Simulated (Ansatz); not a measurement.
**The gold atom (doublet): wave-function methods side by side, def2-TZVPP**

Aim: climb from Hartree-Fock through coupled cluster and multireference methods for the gold atom (doublet) at one geometry and basis, and see what each rung misses.

The runs use Ansatz 0.2.0, Gaussian basis; def2-TZVPP, core rule «outside noble gas», up to 4 orbitals frozen.

To be run: UHF; CCSD(T) on ROHF; CCSD(T) on UHF; CISD; CCSDT(Q) on ROHF; CCSDT(Q) on UHF; CASSCF and MRCISD+Q, 11 electrons in 6 orbitals; CASSCF and MRCISD+Q(relaxed), 11 electrons in 6 orbitals; CASSCF and NEVPT4(SD), 11 electrons in 6 orbitals; CASSCF and NEVPT2, 11 electrons in 6 orbitals.

**1. The atom**

A free atom, in its lowest state of this spin that the program finds. No spin-orbit coupling is included. Elements past krypton take def2 core potentials.

1 atom, charge 0, spin multiplicity 2.

**2. UHF**

in.yaml

```yaml
crystal:
  periodic: [false, false, false]
  atoms:
    - {symbol: Au, position_ang: [0.000000, 0.000000, 0.000000]}
basis:
  gaussian: {orbitals: def2-TZVPP}
magnetization: {spin_polarized: true, initial_magnetization: 1}
hamiltonian: {xc: hf}
output: {orbitals: {seedname: orbitals}}
```

On the command line:

```console
ansatz run in.yaml --threads 1 --pin off --events-out ev --progress --plain --max-ram 2393MiB
```

After this run come: CCSD(T) on ROHF; CCSD(T) on UHF; CISD; CCSDT(Q) on ROHF; CCSDT(Q) on UHF; CASSCF and MRCISD+Q, 11 electrons in 6 orbitals; CASSCF and MRCISD+Q(relaxed), 11 electrons in 6 orbitals; CASSCF and NEVPT4(SD), 11 electrons in 6 orbitals; CASSCF and NEVPT2, 11 electrons in 6 orbitals.

**Question.** What will the summary of the whole plan be? Wanted: UCCSDT(Q) below the RHF energy; RMP2 from UCCSDT(Q); UMP2 from UCCSDT(Q); RCCSD from UCCSDT(Q); RCCSD(T) from UCCSDT(Q); UCCSD(T) from UCCSDT(Q); RCCSDT(Q) from UCCSDT(Q); NEVPT2 valence from UCCSDT(Q); NEVPT4(SD) valence from UCCSDT(Q).

As calculated:

| quantity | value |
| --- | --- |
| UCCSDT(Q) below the RHF energy | -9.6092 eV |
| RMP2 from UCCSDT(Q) | -446.4 meV |
| UMP2 from UCCSDT(Q) | -448.5 meV |
| RCCSD from UCCSDT(Q) | +338.9 meV |
| RCCSD(T) from UCCSDT(Q) | -16.4 meV |
| UCCSD(T) from UCCSDT(Q) | -20.8 meV |
| RCCSDT(Q) from UCCSDT(Q) | +5.0 meV |
| NEVPT2 valence from UCCSDT(Q) | +781.6 meV |
| NEVPT4(SD) valence from UCCSDT(Q) | +265.0 meV |
| MRCISD+Q valence from UCCSDT(Q) | +267.6 meV |
| levels within 1 kcal/mol (43 meV) | RCCSD(T), UCCSD(T), RCCSDT, UCCSDT, RCCSDT(Q) |
| T1 diagnostic | 0.014 |
| effectively unpaired electrons | 1.00 |

RCCSD(T) lands -16.4 meV from the yardstick (0.2 % of the correlation energy). One determinant dominates. Of the multireference levels listed NEVPT4(SD) valence comes nearest in total energy (+265.0 meV), which doesn't show that its space is the better one. These misses are within one basis, not against nature; the frozen cores of restricted and unrestricted runs differ, which can shift their rows.
